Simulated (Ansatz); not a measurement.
# C2H9InSi: the cost of one run

Method: the settings change from run to run; program: Ansatz 0.2.0, Gaussian basis.

### 1 The molecule

The structure was relaxed beforehand with PBE0-D4 in a triple-zeta def2 set. In takes a core potential in def2 sets; no spin-orbit term is included.

SMILES `[CH3][In]([CH3])[SiH3]`, 13 atoms, charge 0, spin multiplicity 1.

Atoms are counted from 1 here; the program's logs count them from 0.

Bond lengths: C1–In2 2.163 Å, C1–H5 1.090 Å, C1–H6 1.093 Å, C1–H7 1.092 Å, In2–C3 2.163 Å, In2–Si4 2.585 Å, C3–H8 1.090 Å, C3–H9 1.093 Å, C3–H10 1.092 Å, Si4–H11 1.491 Å, Si4–H12 1.493 Å, Si4–H13 1.491 Å. Angles: In2–C1–H5 112.2°, In2–C1–H6 109.3°, In2–C1–H7 109.9°, H5–C1–H6 108.7°, H5–C1–H7 109.1°, H6–C1–H7 107.5°, C1–In2–C3 117.3°, C1–In2–Si4 121.4°, C3–In2–Si4 121.3°, In2–C3–H8 112.2°, In2–C3–H9 109.3°, In2–C3–H10 110.0°, H8–C3–H9 108.6°, H8–C3–H10 109.1°, H9–C3–H10 107.6°, In2–Si4–H11 112.8°, In2–Si4–H12 109.9°, In2–Si4–H13 112.8° and more.

Coordinates:

```
atom    x (Å)    y (Å)    z (Å)
  C1  -0.3308   2.1381  -0.5508
 In2   0.0859   0.0980   0.0349
  C3   1.5993  -0.2114   1.5490
 Si4  -1.2134  -1.8878  -0.9898
  H5  -1.0102   2.1911  -1.4011
  H6  -0.7808   2.6716   0.2906
  H7   0.6002   2.6498  -0.8051
  H8   1.8414  -1.2660   1.6787
  H9   1.2425   0.1851   2.5032
 H10   2.5082   0.3340   1.2848
 H11  -1.6819  -1.6171  -2.3793
 H12  -2.4291  -2.1763  -0.1721
 H13  -0.4110  -3.1440  -1.0282
```

### 2 wB97X-V/ANO-RCC-VTZP

Contents of in.yaml:

```yaml
crystal:
  periodic: [false, false, false]
  atoms:
    - {symbol: C, position_ang: [-0.330763, 2.138091, -0.550791]}
    - {symbol: In, position_ang: [0.085946, 0.098017, 0.034860]}
    - {symbol: C, position_ang: [1.599348, -0.211391, 1.549006]}
    - {symbol: Si, position_ang: [-1.213390, -1.887769, -0.989839]}
    - {symbol: H, position_ang: [-1.010189, 2.191148, -1.401130]}
    - {symbol: H, position_ang: [-0.780777, 2.671588, 0.290585]}
    - {symbol: H, position_ang: [0.600242, 2.649835, -0.805134]}
    - {symbol: H, position_ang: [1.841399, -1.265971, 1.678656]}
    - {symbol: H, position_ang: [1.242516, 0.185148, 2.503238]}
    - {symbol: H, position_ang: [2.508163, 0.334028, 1.284792]}
    - {symbol: H, position_ang: [-1.681946, -1.617104, -2.379264]}
    - {symbol: H, position_ang: [-2.429081, -2.176337, -0.172065]}
    - {symbol: H, position_ang: [-0.410968, -3.143983, -1.028213]}
basis:
  gaussian: {orbitals: ANO-RCC-VTZP}
hamiltonian: {xc: {name: wB97X-V}}
output: {forces: true}
```

The run is started by

```
$ ansatz run in.yaml --threads 4 --pin off --events-out ev --progress --plain --max-ram 10444MiB
```

What time and memory should one allow on 4 threads of AMD EPYC 9R45, shared host?

About 17 s, with a peak of 2 GiB.
